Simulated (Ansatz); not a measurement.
# CH6ClFO2Si2: molecular dynamics

Purpose: to follow the molecule's vibrations and see whether its bonds hold. The start is relaxed first. Runs: 300 steps of 0.5 fs under a Langevin thermostat at 1500 K. SMILES of the start: CO[Si@@](F)(Cl)O[SiH3].

Program: Ansatz 0.2.0. Level of theory: RHF/def2-SVP. These are calculated values, not measurements.

**1. The system as given**

Bond lengths: Si1–O2 1.680 Å, O2–C3 1.420 Å, C3–H4 1.110 Å, C3–H5 1.110 Å, C3–H6 1.110 Å, Si1–O7 1.680 Å, O7–Si8 1.680 Å, Si8–H9 1.460 Å, Si8–H10 1.460 Å, Si8–H11 1.460 Å, Si1–Cl12 2.128 Å, Si1–F13 1.589 Å. Angles (14 of 20 angles, heavy atoms first): Si1–O2–C3 125.0°, O2–Si1–O7 109.4°, O2–Si1–Cl12 109.5°, O2–Si1–F13 109.5°, O7–Si1–Cl12 109.5°, O7–Si1–F13 109.5°, Cl12–Si1–F13 109.5°, Si1–O7–Si8 125.0°, O2–C3–H4 109.5°, O2–C3–H5 109.5°, O2–C3–H6 109.5°, O7–Si8–H9 109.5°, O7–Si8–H10 109.5°, O7–Si8–H11 109.5°.

Structure file:

```xyz
13

Si    0.0000    0.0000    0.0000
O     0.0000    0.0000    1.6800
C    -1.1112   -0.3437    2.4945
H    -1.8140   -0.9775    1.9143
H    -0.7584   -0.9037    3.3856
H    -1.6313    0.5809    2.8212
O     1.5842    0.0000   -0.5594
Si    2.4906   -1.3762   -0.8866
H     1.6598   -2.3521   -1.5857
H     3.6318   -1.0202   -1.7249
H     2.9691   -1.9538    0.3660
Cl   -1.0032    1.7381   -0.7093
F    -0.7489   -1.2974   -0.5295
```

**2. Relaxing the start**

input.yaml reads:

```yaml
crystal:
  periodic: [false, false, false]
  atoms:
    - { symbol: Si, position_ang: [0.0, 0.0, 0.0] }
    - { symbol: O, position_ang: [0.0, 0.0, 1.68] }
    - { symbol: C, position_ang: [-1.1112, -0.3437, 2.4945] }
    - { symbol: H, position_ang: [-1.814, -0.9775, 1.9143] }
    - { symbol: H, position_ang: [-0.7584, -0.9037, 3.3856] }
    - { symbol: H, position_ang: [-1.6313, 0.5809, 2.8212] }
    - { symbol: O, position_ang: [1.5842, 0.0, -0.5594] }
    - { symbol: Si, position_ang: [2.4906, -1.3762, -0.8866] }
    - { symbol: H, position_ang: [1.6598, -2.3521, -1.5857] }
    - { symbol: H, position_ang: [3.6318, -1.0202, -1.7249] }
    - { symbol: H, position_ang: [2.9691, -1.9538, 0.366] }
    - { symbol: Cl, position_ang: [-1.0032, 1.7381, -0.7093] }
    - { symbol: F, position_ang: [-0.7489, -1.2974, -0.5295] }
basis:
  gaussian: { orbitals: def2-SVP }
hamiltonian:
  xc: hf
relax:
  f_tol: 0.02
  max_steps: 40
```

On the command line:

```console
ansatz run input.yaml --threads 2 --pin off --max-ram 3072MiB --backend cpu --events-out ev --progress --plain --runs-dir out
```

The runs that follow: The run.

Q: Predict the outcome of this session. Wanted: relaxation of the start; temperature, first and last step; temperature, second half; potential energy, second half; bonds formed or broken.

**Answer**, as computed:

| quantity | value |
| --- | --- |
| relaxation of the start | 18 moves, 0.545 eV lower |
| length | 300 steps of 0.5 fs |
| temperature, first and last step | 1385 and 1056 K |
| temperature, second half | mean 1126 K, from 739 to 1485 K |
| potential energy, second half | +119 meV/atom from the start |
| bonds formed or broken | 0 |

**Reading.** Against a set 1500 K the second half averages 1126 K with a spread of 168 K; 119 meV/atom has gone into potential energy, and a thermostat that acts over some 100 fs has not made it up in 150 fs. The bonding pattern survives the run. Averages from a run of 150 fs with 13 atoms are rough. The nuclei move classically, without zero-point motion, which matters most for hydrogen.
